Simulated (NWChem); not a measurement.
**One shape, several levels: C3H10Si (trimethylsilane)**

Aim: a comparison of 4 runs (HF/STO-3G, HF/3-21G, B3LYP/6-31G*) of C3H10Si (trimethylsilane). 

Program for the calculation: NWChem 7.3.0.

69 further runs of the same task are left out: 69 set aside as unsound or not needed.

## 1. The molecule

The species is C3H10Si (14 atoms), meant as a singlet with charge 0. As SMILES, `C[SiH](C)C`. One bond was lengthened or shortened from a relaxed shape.

Bond lengths: C1–Si2 2.155 Å, Si2–C3 1.874 Å, Si2–C4 1.874 Å, C1–H5 1.093 Å, C1–H6 1.093 Å, C1–H7 1.094 Å, Si2–H8 1.494 Å, C3–H9 1.094 Å, C3–H10 1.093 Å, C3–H11 1.093 Å, C4–H12 1.093 Å, C4–H13 1.094 Å, C4–H14 1.093 Å. Some angles: C1–Si2–C3 110.3°, C1–Si2–C4 110.3°, C3–Si2–C4 110.3°, C1–Si2–H8 108.6°, C3–Si2–H8 108.6°, C4–Si2–H8 108.6°, Si2–C1–H5 111.2°, Si2–C1–H6 111.1°, Si2–C1–H7 110.9°, Si2–C3–H9 110.9°.

## 2. A single-point energy at HF/STO-3G (run 1)

mol.nw reads:

```
start mol
memory total 2200 mb
charge 0

geometry units angstrom noautosym nocenter noautoz
  C       -1.049487       1.247157      -1.246466
  Si      -0.338800      -0.014600       0.348900
  C        1.239400       0.684100       1.077800
  C       -0.051300      -1.756700      -0.277600
  H       -1.980787       0.861757      -1.668966
  H       -1.238587       2.263257      -0.891166
  H       -0.314287       1.305857      -2.053966
  H       -1.379500      -0.059300       1.420400
  H        2.029000       0.733500       0.322800
  H        1.601800       0.063500       1.901200
  H        1.081800       1.694100       1.464300
  H       -0.968800      -2.184000      -0.689800
  H        0.706900      -1.767300      -1.065700
  H        0.291900      -2.413100       0.526000
end

basis spherical bse
  * library STO-3G
end

scf
  thresh 1e-08
  maxiter 80
end

task scf energy
```

Command:

```bash
$ nwchem mol.nw > mol.out
```

Log:

```text
[...]
  functions       =    34
[...]
  wavefunction    = RHF
[...]
         Total SCF energy =   -403.667063124810
      One-electron energy =   -893.858986568566
      Two-electron energy =    320.598092285089
 Nuclear repulsion energy =    169.593831158667
        Time for solution =      2.5s
[...]
```

It took 3.3 s on 1 thread of Intel Xeon Platinum 8488C (Sapphire Rapids), shared host; peak memory 0.097 GiB.

## 3. A single-point energy at HF/3-21G (run 2)

run.py reads:

```python
from ase import Atoms
from ase.calculators.nwchem import NWChem

atoms = Atoms(['C', 'Si', 'C', 'C', 'H', 'H', 'H', 'H', 'H', 'H', 'H', 'H', 'H', 'H'], positions=[
    [-1.049487, 1.247157, -1.246466],
    [-0.338800, -0.014600, 0.348900],
    [1.239400, 0.684100, 1.077800],
    [-0.051300, -1.756700, -0.277600],
    [-1.980787, 0.861757, -1.668966],
    [-1.238587, 2.263257, -0.891166],
    [-0.314287, 1.305857, -2.053966],
    [-1.379500, -0.059300, 1.420400],
    [2.029000, 0.733500, 0.322800],
    [1.601800, 0.063500, 1.901200],
    [1.081800, 1.694100, 1.464300],
    [-0.968800, -2.184000, -0.689800],
    [0.706900, -1.767300, -1.065700],
    [0.291900, -2.413100, 0.526000],
])

calc = NWChem(
    label='mymol',
    theory='scf',
    memory='2200 mb',
    basis='3-21G',
    basispar='spherical bse',
    scf={'nopen': '0', 'rhf': None, 'thresh': '1e-08', 'maxiter': '80'},
    task='energy',
)
atoms.calc = calc

print("Total energy (eV):", round(atoms.get_potential_energy(), 6))
print("dipole (e A):", atoms.get_dipole_moment().round(4))
```

Command:

```bash
$ export ASE_NWCHEM_COMMAND="nwchem PREFIX.nwi > PREFIX.nwo"
$ python run.py
```

Log:

```text
Total energy (eV): -11052.987869
dipole (e A): [ 0.1209 -0.059  -0.009 ]
```

The calculator wrote mymol.nwi:

```
title "mymol"

permanent_dir mymol

scratch_dir mymol

start mymol

geometry units angstrom nocenter noautosym noautoz
  C  -1.0494870000000001e+00 1.2471570000000001e+00 -1.2464660000000001e+00
  Si -3.3879999999999999e-01 -1.4600000000000000e-02 3.4889999999999999e-01
  C  1.2394000000000001e+00 6.8410000000000004e-01 1.0778000000000001e+00
  C  -5.1299999999999998e-02 -1.7566999999999999e+00 -2.7760000000000001e-01
  H  -1.9807870000000001e+00 8.6175700000000000e-01 -1.6689659999999999e+00
  H  -1.2385870000000001e+00 2.2632569999999999e+00 -8.9116600000000001e-01
  H  -3.1428699999999998e-01 1.3058570000000000e+00 -2.0539660000000000e+00
  H  -1.3794999999999999e+00 -5.9299999999999999e-02 1.4204000000000001e+00
  H  2.0289999999999999e+00 7.3350000000000004e-01 3.2279999999999998e-01
  H  1.6017999999999999e+00 6.3500000000000001e-02 1.9012000000000000e+00
  H  1.0818000000000001e+00 1.6940999999999999e+00 1.4642999999999999e+00
  H  -9.6879999999999999e-01 -2.1840000000000002e+00 -6.8979999999999997e-01
  H  7.0689999999999997e-01 -1.7673000000000001e+00 -1.0657000000000001e+00
  H  2.9189999999999999e-01 -2.4131000000000000e+00 5.2600000000000002e-01
end

memory 2200 mb

basis spherical bse noprint
   * library 3-21G
end

scf
  nopen 0
  rhf
  thresh 1e-08
  maxiter 80
end

task scf energy
```

mymol.nwo:

```text
Northwest Computational Chemistry Package (NWChem) 7.3.0
             --------------------------------------------------------

           Job information
           ---------------

    nwchem branch   = 7.3.0
    use scalapack   = T
    input           = mymol.nwi
    prefix          = mymol.
    data base       = mymol/mymol.db
    status          = startup
    nproc           =        1

           Memory information
           ------------------

[... 5 lines left out ...]
    hardfail = no
[... 139 lines left out ...]
         Quadratically convergent ROHF
[... 14 lines left out ...]
       Final RHF  results
[... 4 lines left out ...]
      Two-electron energy =    318.846919405811
[... 40 lines left out ...]
                       ROHF Final Molecular Orbital Analysis
[... 224 lines left out ...]
       Multipole analysis of the density wrt the origin
       ------------------------------------------------

     L   x y z        total         open         nuclear
     -   - - -        -----         ----         -------
     0   0 0 0     -0.000000      0.000000     42.000000

     1   1 0 0      0.228493      0.000000     -7.714018
[... 8 lines of this table left out ...]
     2   0 0 2    -27.692132      0.000000    128.650015

 Task  times  cpu:        3.0s     wall:        3.0s
 Total times  cpu:        3.0s     wall:        3.0s
```

Wall time 4.2 s (1 thread of Intel Xeon Platinum 8488C (Sapphire Rapids), shared host); peak memory 0.097 GiB.

## 4. A single-point energy at B3LYP/6-31G(d) (spherical functions) (run 3)

a.nw reads:

```
start a
title "C3H10Si"
memory total 2200 mb
charge 0

geometry units angstroms noautosym nocenter noautoz
C       -1.049487       1.247157      -1.246466
Si      -0.338800      -0.014600       0.348900
C        1.239400       0.684100       1.077800
C       -0.051300      -1.756700      -0.277600
H       -1.980787       0.861757      -1.668966
H       -1.238587       2.263257      -0.891166
H       -0.314287       1.305857      -2.053966
H       -1.379500      -0.059300       1.420400
H        2.029000       0.733500       0.322800
H        1.601800       0.063500       1.901200
H        1.081800       1.694100       1.464300
H       -0.968800      -2.184000      -0.689800
H        0.706900      -1.767300      -1.065700
H        0.291900      -2.413100       0.526000
end

basis "ao basis" spherical bse
* library 6-31G*
end

dft
xc b3lyp
grid xfine
convergence energy 1e-08
iterations 100
mulliken
print medium
end

task dft energy
```

Command:

```bash
$ nwchem a.nw > a.out
```

Log:

```text
[...]
          Wavefunction type:  closed shell.
          No. of atoms     :    14
          No. of electrons :    42
[...]
          Charge           :     0
          Spin multiplicity:     1
[...]
          AO basis - number of functions:    80
[...]
              XC Information
              --------------
                         B3LYP Method XC Potential
                     Hartree-Fock (Exact) Exchange  0.200
                        Slater Exchange Functional  0.800 local
                    Becke 1988 Exchange Functional  0.720 non-local
              Lee-Yang-Parr Correlation Functional  0.810
                  VWN I RPA Correlation Functional  0.190 local
[...]
 d= 0,ls=0.0,diis     1   -409.8087725796 -5.79D+02  6.72D-03  2.96D-01     6.0
[...]
 d= 0,ls=0.0,diis     8   -409.8455828173 -1.62D-09  2.02D-06  2.56D-08    42.4
         Total DFT energy =     -409.845582817298
      One electron energy =     -898.197601108948
           Coulomb energy =      359.727679062070
    Exchange-Corr. energy =      -40.969491929087
 Nuclear repulsion energy =      169.593831158667
[...]
      Total Density - Mulliken Population Analysis
     ---------------------------------------------
    Atom       Charge   Shell Charges
 -----------   ------   -------------------------------------------------------
    1 C    6     6.66   2.00  0.66  2.06  0.73  1.19  0.02
    2 Si  14    13.37   2.00  2.00  5.96  0.96  1.75  0.21  0.33  0.17
    3 C    6     6.66   2.00  0.67  2.14  0.68  1.16  0.02
    4 C    6     6.66   2.00  0.67  2.14  0.68  1.16  0.02
    5 H    1     0.85   0.52  0.33
    6 H    1     0.85   0.52  0.33
    7 H    1     0.85   0.52  0.33
    8 H    1     1.09   0.51  0.58
    9 H    1     0.84   0.52  0.32
   10 H    1     0.84   0.52  0.32
[...]
```

Wall time 43 s (1 thread of Intel Xeon Platinum 8488C (Sapphire Rapids), shared host); peak memory 0.15 GiB.

## 5. The energy at B3LYP/6-31G(d) (Cartesian functions) (run 4)

run.py reads:

```python
from ase import Atoms
from ase.calculators.nwchem import NWChem

system = Atoms(['C', 'Si', 'C', 'C', 'H', 'H', 'H', 'H', 'H', 'H', 'H', 'H', 'H', 'H'], positions=[
    [-1.049487, 1.247157, -1.246466],
    [-0.338800, -0.014600, 0.348900],
    [1.239400, 0.684100, 1.077800],
    [-0.051300, -1.756700, -0.277600],
    [-1.980787, 0.861757, -1.668966],
    [-1.238587, 2.263257, -0.891166],
    [-0.314287, 1.305857, -2.053966],
    [-1.379500, -0.059300, 1.420400],
    [2.029000, 0.733500, 0.322800],
    [1.601800, 0.063500, 1.901200],
    [1.081800, 1.694100, 1.464300],
    [-0.968800, -2.184000, -0.689800],
    [0.706900, -1.767300, -1.065700],
    [0.291900, -2.413100, 0.526000],
])

calc = NWChem(
    label='mol',
    theory='dft',
    memory='2200 mb',
    basis='6-31G*',
    dft={'xc': 'b3lyp', 'mult': '1', 'grid': 'xfine', 'convergence': 'energy 1e-08', 'iterations': '100', 'mulliken': None},
    task='energy',
)
system.calc = calc

print("Total energy (eV):", round(system.get_potential_energy(), 6))
print("dipole (e A):", system.get_dipole_moment().round(4))
```

Command:

```bash
$ export ASE_NWCHEM_COMMAND="nwchem PREFIX.nwi > PREFIX.nwo"
$ python run.py
```

Log:

```text
Total energy (eV): -11152.573677
dipole (e A): [ 0.1358 -0.0621 -0.0175]
```

The calculator wrote mol.nwi:

```
title "mol"

permanent_dir mol

scratch_dir mol

start mol

geometry units angstrom nocenter noautosym noautoz
  C  -1.0494870000000001e+00 1.2471570000000001e+00 -1.2464660000000001e+00
  Si -3.3879999999999999e-01 -1.4600000000000000e-02 3.4889999999999999e-01
  C  1.2394000000000001e+00 6.8410000000000004e-01 1.0778000000000001e+00
  C  -5.1299999999999998e-02 -1.7566999999999999e+00 -2.7760000000000001e-01
  H  -1.9807870000000001e+00 8.6175700000000000e-01 -1.6689659999999999e+00
  H  -1.2385870000000001e+00 2.2632569999999999e+00 -8.9116600000000001e-01
  H  -3.1428699999999998e-01 1.3058570000000000e+00 -2.0539660000000000e+00
  H  -1.3794999999999999e+00 -5.9299999999999999e-02 1.4204000000000001e+00
  H  2.0289999999999999e+00 7.3350000000000004e-01 3.2279999999999998e-01
  H  1.6017999999999999e+00 6.3500000000000001e-02 1.9012000000000000e+00
  H  1.0818000000000001e+00 1.6940999999999999e+00 1.4642999999999999e+00
  H  -9.6879999999999999e-01 -2.1840000000000002e+00 -6.8979999999999997e-01
  H  7.0689999999999997e-01 -1.7673000000000001e+00 -1.0657000000000001e+00
  H  2.9189999999999999e-01 -2.4131000000000000e+00 5.2600000000000002e-01
end

memory 2200 mb

basis noprint
   * library 6-31G*
end

dft
  xc b3lyp
  mult 1
  grid xfine
  convergence energy 1e-08
  iterations 100
  mulliken
end

task dft energy
```

mol.nwo:

```text
Northwest Computational Chemistry Package (NWChem) 7.3.0
             --------------------------------------------------------

           Job information
           ---------------

    nwchem branch   = 7.3.0
    use scalapack   = T
    input           = mol.nwi
    prefix          = mol.
    data base       = mol/mol.db
    status          = startup
    nproc           =        1

           Memory information
           ------------------

[... 5 lines left out ...]
    hardfail = no
[... 128 lines left out ...]
          Convergence on energy requested:  1.00D-08
[... 26 lines left out ...]
          Convergence Information
[... 30 lines left out ...]
 1-e energy   =    -893.292734
[... 45 lines left out ...]
      One electron energy =     -898.125015972347
[... 8 lines left out ...]
                       DFT Final Molecular Orbital Analysis
[... 625 lines left out ...]
     Multipole analysis of the density
     ---------------------------------

     L   x y z        total         alpha         beta         nuclear
     -   - - -        -----         -----         ----         -------
     0   0 0 0     -0.000000    -21.000000    -21.000000     42.000000

     1   1 0 0      0.256596      3.985307      3.985307     -7.714018
[... 8 lines of this table left out ...]
     2   0 0 2    -26.439159    -77.544587    -77.544587    128.650015

 Task  times  cpu:       44.5s     wall:       44.5s
 Total times  cpu:       44.5s     wall:       44.5s
```

Run time: 46 s. Hardware: 1 thread of Intel Xeon Platinum 8488C (Sapphire Rapids), shared host; peak memory 0.15 GiB.

## 6. The series

| run | level | iteration cap | module | energy (Eh) | dipole moment (D) | HOMO energy (eV) | LUMO energy (eV) | wall time |
| --- | --- | --- | --- | --- | --- | --- | --- | --- |
| 1 | HF/STO-3G | 80 | scf | -403.667063 | 0.33 | -9.04 | 10.68 | 3.3 s |
| 2 | HF/3-21G | 80 | scf | -406.189816 | 0.65 | -10.69 | 5.74 | 4.2 s |
| 3 | B3LYP/6-31G* (spherical functions) | 100 | dft | -409.845583 | 0.72 | -7.48 | 1.75 | 43 s |
| 4 | B3LYP/6-31G* (Cartesian functions) | 100 | dft | -409.849526 | 0.72 | -7.48 | 1.74 | 46 s |

## 7. Outcome

```
            quantity          value
 run 4: total energy  -409.84953 Eh
run 4: dipole moment         0.72 D
  run 4: HOMO energy       -7.48 eV
  run 4: LUMO energy        1.74 eV
run 4: HOMO–LUMO gap        9.22 eV
```

What this shows: The dipole moment (its size) runs from 0.33 D (HF/STO-3G) to 0.72 D (B3LYP/6-31G*). The two ends differ in method and basis. The HOMO–LUMO gap runs from 9.22 eV (B3LYP/6-31G*) to 19.72 eV (HF/STO-3G). In run 1 the basis is minimal, so the values are rough. All runs together took 97 s, the longest 46 s.
